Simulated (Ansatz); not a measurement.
# CH₈OSSi₂: basis-set convergence

Aim: see how fast density functionals converge with the basis set for CH₈OSSi₂.

Program: Ansatz 0.2.0, Gaussian basis. Level of theory: one geometry, several basis sets. These are calculated values, not measurements.

The runs, in order: PBE0-D4/def2-SVP; ωB97M-V/def2-SVP; PBE0-D4/def2-QZVPP; ωB97M-V/def2-QZVPP; the functionals' def2-TZVPP values are taken from earlier runs.

## 1. The relaxed structure

An earlier PBE0-D4 in a triple-zeta def2 set relaxation fixed the geometry.

SMILES `CO[SiH2]S[SiH3]`, 13 atoms, charge 0, spin multiplicity 1.

Atoms are counted from 1 here; the program's logs count them from 0.

Bond lengths: C1–O2 1.410 Å, C1–H6 1.095 Å, C1–H7 1.096 Å, C1–H8 1.091 Å, O2–Si3 1.633 Å, Si3–S4 2.139 Å, Si3–H9 1.490 Å, Si3–H10 1.476 Å, S4–Si5 2.136 Å, Si5–H11 1.483 Å, Si5–H12 1.486 Å, Si5–H13 1.484 Å. Angles: O2–C1–H6 111.1°, O2–C1–H7 111.4°, O2–C1–H8 108.1°, H6–C1–H7 108.7°, H6–C1–H8 108.8°, H7–C1–H8 108.7°, C1–O2–Si3 124.0°, O2–Si3–S4 112.6°, O2–Si3–H9 110.6°, O2–Si3–H10 105.7°, S4–Si3–H9 107.1°, S4–Si3–H10 108.6°, H9–Si3–H10 112.3°, Si3–S4–Si5 97.7°, S4–Si5–H11 106.3°, S4–Si5–H12 111.0°, S4–Si5–H13 111.4°, H11–Si5–H12 109.6° and more.

## 2. PBE0-D4 in def2-SVP

Input file in.yaml:

```yaml
crystal:
  periodic: [false, false, false]
  atoms:
    - {symbol: C, position_ang: [-1.821010, 0.943579, 0.393624]}
    - {symbol: O, position_ang: [-0.679570, 1.770191, 0.336906]}
    - {symbol: Si, position_ang: [0.847225, 1.208335, 0.196465]}
    - {symbol: S, position_ang: [1.133396, 0.036221, -1.569342]}
    - {symbol: Si, position_ang: [1.029928, -1.891668, -0.654596]}
    - {symbol: H, position_ang: [-1.937819, 0.369267, -0.530971]}
    - {symbol: H, position_ang: [-1.768129, 0.246026, 1.237251]}
    - {symbol: H, position_ang: [-2.695214, 1.582645, 0.523468]}
    - {symbol: H, position_ang: [1.196110, 0.342584, 1.357445]}
    - {symbol: H, position_ang: [1.707789, 2.405076, 0.112105]}
    - {symbol: H, position_ang: [1.012516, -2.876802, -1.763318]}
    - {symbol: H, position_ang: [-0.207729, -2.031290, 0.155809]}
    - {symbol: H, position_ang: [2.203110, -2.138764, 0.219755]}
basis:
  gaussian: {orbitals: def2-SVP}
hamiltonian: {xc: pbe0, dispersion: d4}
output: {orbitals: {seedname: orbitals}}
```

After this run come: ωB97M-V in def2-SVP; PBE0-D4 in def2-QZVPP; ωB97M-V in def2-QZVPP.

**Question.** What will the summary of the whole plan be? Wanted: PBE0-D4: double and triple zeta above quadruple; ωB97M-V: double and triple zeta above quadruple.

As calculated:

| quantity | value |
| --- | --- |
| PBE0-D4: double and triple zeta above quadruple | 14.30, 1.06 eV |
| ωB97M-V: double and triple zeta above quadruple | 14.40, 0.99 eV |

PBE0-D4 gains 13.25 eV from double to triple zeta, then 1.06 eV more. These are total energies; as a rule much of such shifts cancels in differences, which this series doesn't test. The LUMO of ωB97M-V is positive and keeps falling with the basis (2.21 to 1.27 eV): an unbound level that the basis holds in place.
